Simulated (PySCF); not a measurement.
**Pt⁵⁷⁺, Au⁵⁸⁺, Hg⁵⁹⁺: ionisation energies with spin-orbit coupling**

Wanted: the ionisation energy of these ions, up a ladder of methods.

Program: PySCF 2.14.0. Level of theory: two-component X2C-1e, generalised determinants. These are calculated values, not measurements, unless marked.

**1. Starting point**

```
Elements                                  : platinum (Z = 78), gold (Z = 79), mercury (Z = 80)
Basis                                     : one for each species, given in its step
Hamiltonian                               : two-component X2C-1e, Gaussian nucleus, no Breit or QED terms; spin-orbit coupling, run by run: off; screened by Boettger's factors
Core shells frozen in the correlated runs : [Ne] (for Pt⁵⁷⁺)
State 1                                   : Pt⁵⁷⁺: [Ar] 3d3; 3d3/2 filled at m_j = -1/2, +1/2, +3/2
State 2                                   : Au⁵⁸⁺: [Ar] 3d3; 3d3/2 filled at m_j = -1/2, +1/2, +3/2
State 3                                   : Hg⁵⁹⁺: [Ar] 3d3; 3d3/2 filled at m_j = -1/2, +1/2, +3/2
Needed too, but not shown                 : Pt⁵⁸⁺ [Ar] 3d2 (3F), Au⁵⁹⁺ [Ar] 3d2 (3F), Hg⁶⁰⁺ [Ar] 3d2 (3F)
Methods                                   : GHF, GMP2
```

The outer shells:

Pt57+ [Ar] 3d3
```
[Ar] core
3d [↑ ][↑ ][↑ ][  ][  ]
```

Au58+ [Ar] 3d3
```
[Ar] core
3d [↑ ][↑ ][↑ ][  ][  ]
```

Hg59+ [Ar] 3d3
```
[Ar] core
3d [↑ ][↑ ][↑ ][  ][  ]
```

A driver program built on PySCF's X2C-1e integrals ran all steps in one process from the settings above; there is no separate input file.

It was started by

```sh
OMP_NUM_THREADS=1 python sorun2.py TASK.json OUT
```

The integrals over 112 functions and the set-up took 1 s of CPU time.

**2. Pt⁵⁷⁺: the ladder of methods**

Basis: an uncontracted even-tempered set (15 s from 17 bohr⁻², ratio 2.8; 12 p from 22 bohr⁻², ratio 2.8; 8 d from 22 bohr⁻², ratio 2.8; 3 f from 70 bohr⁻², ratio 3).

#### GHF (spin-free)

Log:

```text
cycle= 1 E= -15206.0492565790  delta_E= -1.52e+04  |FDS-SDF|= 0.241
cycle= 2 E= -15206.0687708847  delta_E= -0.0195  |FDS-SDF|= 0.00891
cycle= 3 E= -15206.0688228668  delta_E= -5.2e-05  |FDS-SDF|= 0.000786
cycle= 4 E= -15206.0688230575  delta_E= -1.91e-07  |FDS-SDF|= 3.93e-05
cycle= 5 E= -15206.0688230592  delta_E= -1.71e-09  |FDS-SDF|= 2.45e-06
```

It took 6 s on 1 thread of Neoverse-N1, shared host, the integrals not counted.

Occupied spinors (without spin-orbit coupling the j labels only name the start):

| spinor shell | electrons | mean energy (eV) | weight of the nominal j | rms radius (bohr) |
| --- | --- | --- | --- | --- |
| 1s1/2 | 2 | -82845.7 | 1.000 | 0.0194 |
| 2s1/2 | 2 | -17898.8 | 1.000 | 0.0776 |
| 2p1/2 | 2 | -16063.1 | 0.667 | 0.0711 |
| 2p3/2 | 4 | -16052.5 | 0.833 | 0.0710 |
| 3s1/2 | 2 | -6793.4 | 1.000 | 0.191 |
| 3p1/2 | 2 | -6245.8 | 0.667 | 0.192 |
| 3p3/2 | 4 | -6233.2 | 0.833 | 0.192 |
| 3d3/2 | 3 | -5765.4 | 0.600 | 0.169 |

M_J = 3/2, ⟨J²⟩ = 6.750, ⟨L²⟩ = 12.000, ⟨S²⟩ = 3.750.

#### GMP2 (spin-free)

This step left no log, only its results.

Time after the integrals: 3.3 s (1 thread of Neoverse-N1, shared host).

With 11 electrons correlated and 72 very high virtual spinors dropped, the MP2 correlation energy is -0.44885 hartree. Largest pairs: 3p3/2-3p3/2 -0.1219, 3d3/2-3p3/2 -0.0991, 3p1/2-3p3/2 -0.0787, 3d3/2-3p1/2 -0.0447, 3p3/2-3s1/2 -0.0311.

#### GHF (screened spin-orbit)

Log:

```text
cycle= 1 E= -15237.9240758394  delta_E= -1.52e+04  |FDS-SDF|= 0.488
cycle= 2 E= -15237.9619259237  delta_E= -0.0379  |FDS-SDF|= 0.0278
cycle= 3 E= -15237.9647204764  delta_E= -0.00279  |FDS-SDF|= 0.0174
cycle= 4 E= -15237.9669154287  delta_E= -0.00219  |FDS-SDF|= 0.00421
cycle= 5 E= -15237.9670442850  delta_E= -0.000129  |FDS-SDF|= 0.000762
cycle= 6 E= -15237.9670469193  delta_E= -2.63e-06  |FDS-SDF|= 0.00035
cycle= 7 E= -15237.9670475920  delta_E= -6.73e-07  |FDS-SDF|= 7.96e-06
cycle= 8 E= -15237.9670475922  delta_E= -2.78e-10  |FDS-SDF|= 3.26e-06
```

Time after the integrals: 17 s (1 thread of Neoverse-N1, shared host).

Occupied spinors:

| spinor shell | electrons | mean energy (eV) | weight of the nominal j | rms radius (bohr) |
| --- | --- | --- | --- | --- |
| 1s1/2 | 2 | -82811.3 | 1.000 | 0.0194 |
| 2s1/2 | 2 | -17885.2 | 1.000 | 0.0776 |
| 2p1/2 | 2 | -17320.8 | 1.000 | 0.0658 |
| 2p3/2 | 4 | -15546.7 | 1.000 | 0.0733 |
| 3s1/2 | 2 | -6789.0 | 1.000 | 0.192 |
| 3p1/2 | 2 | -6568.2 | 1.000 | 0.182 |
| 3p3/2 | 4 | -6101.0 | 1.000 | 0.196 |
| 3d3/2 | 3 | -5810.0 | 0.999 | 0.167 |

M_J = 3/2, ⟨J²⟩ = 3.759, ⟨L²⟩ = 7.588, ⟨S²⟩ = 2.082.

#### GMP2 (screened spin-orbit)

No log was kept for this step.

Time after the integrals: 1.3 s (1 thread of Neoverse-N1, shared host).

With 11 electrons correlated and 72 very high virtual spinors dropped, the MP2 correlation energy is -0.50002 hartree. Largest pairs: 3p3/2-3p3/2 -0.1760, 3d3/2-3p3/2 -0.0984, 3p1/2-3p3/2 -0.0583, 3d3/2-3d3/2 -0.0432, 3d3/2-3p1/2 -0.0322.

**3. Au⁵⁸⁺: the ladder of methods**

Basis: an even-tempered Gaussian basis (15 s from 18 bohr⁻², ratio 2.8; 12 p from 23 bohr⁻², ratio 2.8; 8 d from 23 bohr⁻², ratio 2.8; 3 f from 73 bohr⁻², ratio 3).

#### GHF (spin-free)

Log:

```text
cycle= 1 E= -15653.3910884134  delta_E= -1.57e+04  |FDS-SDF|= 0.245
cycle= 2 E= -15653.4106501220  delta_E= -0.0196  |FDS-SDF|= 0.00892
cycle= 3 E= -15653.4107008070  delta_E= -5.07e-05  |FDS-SDF|= 0.000783
cycle= 4 E= -15653.4107009879  delta_E= -1.81e-07  |FDS-SDF|= 3.79e-05
cycle= 5 E= -15653.4107009895  delta_E= -1.53e-09  |FDS-SDF|= 2.32e-06
```

Time after the integrals: 6 s (1 thread of Neoverse-N1, shared host).

Occupied spinors (without spin-orbit coupling the j labels only name the start):

| spinor shell | electrons | mean energy (eV) | weight of the nominal j | rms radius (bohr) |
| --- | --- | --- | --- | --- |
| 1s1/2 | 2 | -85310.0 | 1.000 | 0.0190 |
| 2s1/2 | 2 | -18490.5 | 1.000 | 0.0762 |
| 2p1/2 | 2 | -16562.3 | 0.667 | 0.0700 |
| 2p3/2 | 4 | -16551.6 | 0.833 | 0.0699 |
| 3s1/2 | 2 | -7025.9 | 1.000 | 0.188 |
| 3p1/2 | 2 | -6453.3 | 0.667 | 0.189 |
| 3p3/2 | 4 | -6440.5 | 0.833 | 0.189 |
| 3d3/2 | 3 | -5957.0 | 0.600 | 0.166 |

M_J = 3/2, ⟨J²⟩ = 6.750, ⟨L²⟩ = 12.000, ⟨S²⟩ = 3.750.

#### GMP2 (spin-free)

This step left no log, only its results.

Time after the integrals: 3.4 s (1 thread of Neoverse-N1, shared host).

With 11 electrons correlated and 72 very high virtual spinors dropped, the MP2 correlation energy is -0.44920 hartree. Largest pairs: 3p3/2-3p3/2 -0.1221, 3d3/2-3p3/2 -0.0990, 3p1/2-3p3/2 -0.0788, 3d3/2-3p1/2 -0.0447, 3p3/2-3s1/2 -0.0312.

#### GHF (screened spin-orbit)

Log:

```text
cycle= 1 E= -15687.9729671610  delta_E= -1.57e+04  |FDS-SDF|= 0.508
cycle= 2 E= -15688.0115392442  delta_E= -0.0386  |FDS-SDF|= 0.0279
cycle= 3 E= -15688.0142205290  delta_E= -0.00268  |FDS-SDF|= 0.0171
cycle= 4 E= -15688.0162121700  delta_E= -0.00199  |FDS-SDF|= 0.00385
cycle= 5 E= -15688.0163122163  delta_E= -0.0001  |FDS-SDF|= 0.00069
cycle= 6 E= -15688.0163142656  delta_E= -2.05e-06  |FDS-SDF|= 0.000312
cycle= 7 E= -15688.0163147725  delta_E= -5.07e-07  |FDS-SDF|= 6.51e-06
cycle= 8 E= -15688.0163147726  delta_E= -1.66e-10  |FDS-SDF|= 2.65e-06
```

Time after the integrals: 17 s (1 thread of Neoverse-N1, shared host).

Occupied spinors:

| spinor shell | electrons | mean energy (eV) | weight of the nominal j | rms radius (bohr) |
| --- | --- | --- | --- | --- |
| 1s1/2 | 2 | -85273.1 | 1.000 | 0.0190 |
| 2s1/2 | 2 | -18476.0 | 1.000 | 0.0763 |
| 2p1/2 | 2 | -17899.6 | 1.000 | 0.0646 |
| 2p3/2 | 4 | -16017.3 | 1.000 | 0.0722 |
| 3s1/2 | 2 | -7021.2 | 1.000 | 0.189 |
| 3p1/2 | 2 | -6796.6 | 1.000 | 0.179 |
| 3p3/2 | 4 | -6300.6 | 1.000 | 0.193 |
| 3d3/2 | 3 | -6004.9 | 0.999 | 0.164 |

M_J = 3/2, ⟨J²⟩ = 3.758, ⟨L²⟩ = 7.576, ⟨S²⟩ = 2.083.

#### GMP2 (screened spin-orbit)

This step left no log, only its results.

It took 1.3 s on 1 thread of Neoverse-N1, shared host, the integrals not counted.

With 11 electrons correlated and 72 very high virtual spinors dropped, the MP2 correlation energy is -0.50071 hartree. Largest pairs: 3p3/2-3p3/2 -0.1766, 3d3/2-3p3/2 -0.0982, 3p1/2-3p3/2 -0.0583, 3d3/2-3d3/2 -0.0432, 3d3/2-3p1/2 -0.0323.

**4. Hg⁵⁹⁺: the ladder of methods**

Basis: an even-tempered Gaussian basis (15 s from 18 bohr⁻², ratio 2.8; 12 p from 24 bohr⁻², ratio 2.8; 8 d from 24 bohr⁻², ratio 2.8; 3 f from 75 bohr⁻², ratio 3).

#### GHF (spin-free)

Log:

```text
cycle= 1 E= -16108.9364501190  delta_E= -1.61e+04  |FDS-SDF|= 0.249
cycle= 2 E= -16108.9560588634  delta_E= -0.0196  |FDS-SDF|= 0.00896
cycle= 3 E= -16108.9561081002  delta_E= -4.92e-05  |FDS-SDF|= 0.000777
cycle= 4 E= -16108.9561082706  delta_E= -1.7e-07  |FDS-SDF|= 3.68e-05
cycle= 5 E= -16108.9561082720  delta_E= -1.36e-09  |FDS-SDF|= 2.2e-06
```

Time after the integrals: 6 s (1 thread of Neoverse-N1, shared host).

Occupied spinors (without spin-orbit coupling the j labels only name the start):

| spinor shell | electrons | mean energy (eV) | weight of the nominal j | rms radius (bohr) |
| --- | --- | --- | --- | --- |
| 1s1/2 | 2 | -87821.3 | 1.000 | 0.0187 |
| 2s1/2 | 2 | -19094.6 | 1.000 | 0.0750 |
| 2p1/2 | 2 | -17069.6 | 0.667 | 0.0689 |
| 2p3/2 | 4 | -17058.7 | 0.833 | 0.0689 |
| 3s1/2 | 2 | -7265.3 | 1.000 | 0.185 |
| 3p1/2 | 2 | -6664.2 | 0.667 | 0.186 |
| 3p3/2 | 4 | -6651.3 | 0.833 | 0.186 |
| 3d3/2 | 3 | -6151.4 | 0.600 | 0.164 |

M_J = 3/2, ⟨J²⟩ = 6.750, ⟨L²⟩ = 12.000, ⟨S²⟩ = 3.750.

#### GMP2 (spin-free)

No log was kept for this step.

It took 3.6 s on 1 thread of Neoverse-N1, shared host, the integrals not counted.

With 11 electrons correlated and 72 very high virtual spinors dropped, the MP2 correlation energy is -0.44991 hartree. Largest pairs: 3p3/2-3p3/2 -0.1223, 3d3/2-3p3/2 -0.0991, 3p1/2-3p3/2 -0.0790, 3d3/2-3p1/2 -0.0447, 3p3/2-3s1/2 -0.0313.

#### GHF (screened spin-orbit)

Log:

```text
cycle= 1 E= -16146.4236817864  delta_E= -1.61e+04  |FDS-SDF|= 0.529
cycle= 2 E= -16146.4630191061  delta_E= -0.0393  |FDS-SDF|= 0.0279
cycle= 3 E= -16146.4655891206  delta_E= -0.00257  |FDS-SDF|= 0.0168
cycle= 4 E= -16146.4673931862  delta_E= -0.0018  |FDS-SDF|= 0.00353
cycle= 5 E= -16146.4674718125  delta_E= -7.86e-05  |FDS-SDF|= 0.000625
cycle= 6 E= -16146.4674734068  delta_E= -1.59e-06  |FDS-SDF|= 0.000278
cycle= 7 E= -16146.4674737874  delta_E= -3.81e-07  |FDS-SDF|= 5.37e-06
cycle= 8 E= -16146.4674737875  delta_E= -1.02e-10  |FDS-SDF|= 2.16e-06
```

Time after the integrals: 17 s (1 thread of Neoverse-N1, shared host).

Occupied spinors:

| spinor shell | electrons | mean energy (eV) | weight of the nominal j | rms radius (bohr) |
| --- | --- | --- | --- | --- |
| 1s1/2 | 2 | -87781.8 | 1.000 | 0.0187 |
| 2s1/2 | 2 | -19079.1 | 1.000 | 0.0750 |
| 2p1/2 | 2 | -18490.8 | 1.000 | 0.0635 |
| 2p3/2 | 4 | -16494.8 | 1.000 | 0.0712 |
| 3s1/2 | 2 | -7260.3 | 1.000 | 0.185 |
| 3p1/2 | 2 | -7029.5 | 1.000 | 0.176 |
| 3p3/2 | 4 | -6503.3 | 1.000 | 0.190 |
| 3d3/2 | 3 | -6202.7 | 0.999 | 0.162 |

M_J = 3/2, ⟨J²⟩ = 3.757, ⟨L²⟩ = 7.565, ⟨S²⟩ = 2.085.

#### GMP2 (screened spin-orbit)

No log was kept for this step.

It took 1.2 s on 1 thread of Neoverse-N1, shared host, the integrals not counted.

With 11 electrons correlated and 72 very high virtual spinors dropped, the MP2 correlation energy is -0.50166 hartree. Largest pairs: 3p3/2-3p3/2 -0.1772, 3d3/2-3p3/2 -0.0982, 3p1/2-3p3/2 -0.0584, 3d3/2-3d3/2 -0.0433, 3d3/2-3p1/2 -0.0323.

**5. Differences of total energies**

Ionisation energy: Pt⁵⁷⁺ [Ar] 3d3 [3d3/2^3, M_J = 3/2] → Pt⁵⁸⁺ [Ar] 3d2 [3d3/2^2, M_J = 2].

| method | value (eV) | less the reference (eV) |
| --- | --- | --- |
| GHF (spin-free) | 5759.9 | -40.1 |
| GMP2 (spin-free) | 5759.7 | -40.3 |
| GHF (screened spin-orbit) | 5802.9 | +2.9 |
| GMP2 (screened spin-orbit) | 5803.7 | +3.7 |

Reference: 5800 ± 6 eV (theoretical estimate listed by NIST; NIST Atomic Spectra Database, ionization energies). For this ion Breit and QED terms and the two-electron picture change, all absent here, are large against electron correlation. The spin-free rows have the spin-orbit operator switched off.

Ionisation energy: Au⁵⁸⁺ [Ar] 3d3 [3d3/2^3, M_J = 3/2] → Au⁵⁹⁺ [Ar] 3d2 [3d3/2^2, M_J = 2].

| method | value (eV) | less the reference (eV) |
| --- | --- | --- |
| GHF (spin-free) | 5951.4 | -42.6 |
| GMP2 (spin-free) | 5951.2 | -42.8 |
| GHF (screened spin-orbit) | 5997.7 | +3.7 |
| GMP2 (screened spin-orbit) | 5998.5 | +4.5 |

Reference: 5994 ± 6 eV (theoretical estimate listed by NIST; NIST Atomic Spectra Database, ionization energies). For this ion Breit and QED terms and the two-electron picture change, all absent here, are large against electron correlation. The spin-free rows have the spin-orbit operator switched off.

Ionisation energy: Hg⁵⁹⁺ [Ar] 3d3 [3d3/2^3, M_J = 3/2] → Hg⁶⁰⁺ [Ar] 3d2 [3d3/2^2, M_J = 2].

| method | value (eV) | less the reference (eV) |
| --- | --- | --- |
| GHF (spin-free) | 6145.7 | -46.3 |
| GMP2 (spin-free) | 6145.5 | -46.5 |
| GHF (screened spin-orbit) | 6195.4 | +3.4 |
| GMP2 (screened spin-orbit) | 6196.2 | +4.2 |

Reference: 6192 ± 7 eV (theoretical estimate listed by NIST; NIST Atomic Spectra Database, ionization energies). For this ion Breit and QED terms and the two-electron picture change, all absent here, are large against electron correlation. The spin-free rows have the spin-orbit operator switched off.

The differences also use runs on Pt⁵⁸⁺ [Ar] 3d2 (3F), Au⁵⁹⁺ [Ar] 3d2 (3F), Hg⁶⁰⁺ [Ar] 3d2 (3F), which are not shown here.

**6. What came out**

```
                quantity                                                                             value
ionisation energy, Pt⁵⁷⁺  GHF (spin-free) 5759.9, GMP2 (screened spin-orbit) 5803.7 eV; reference 5800 ± 6
ionisation energy, Au⁵⁸⁺  GHF (spin-free) 5951.4, GMP2 (screened spin-orbit) 5998.5 eV; reference 5994 ± 6
ionisation energy, Hg⁵⁹⁺  GHF (spin-free) 6145.7, GMP2 (screened spin-orbit) 6196.2 eV; reference 6192 ± 7
```

What this shows: For the first difference the methods span 44.047 eV, from GMP2 (spin-free) (5759.7) to GMP2 (screened spin-orbit) (5803.7). The reference is uncertain or not like for like (spin-orbit coupling or other relativistic terms), so no ranking of close methods is drawn. Spin-orbit coupling moves the first difference by +44.047 eV at GMP2. The basis is finite, and no extrapolation was made.
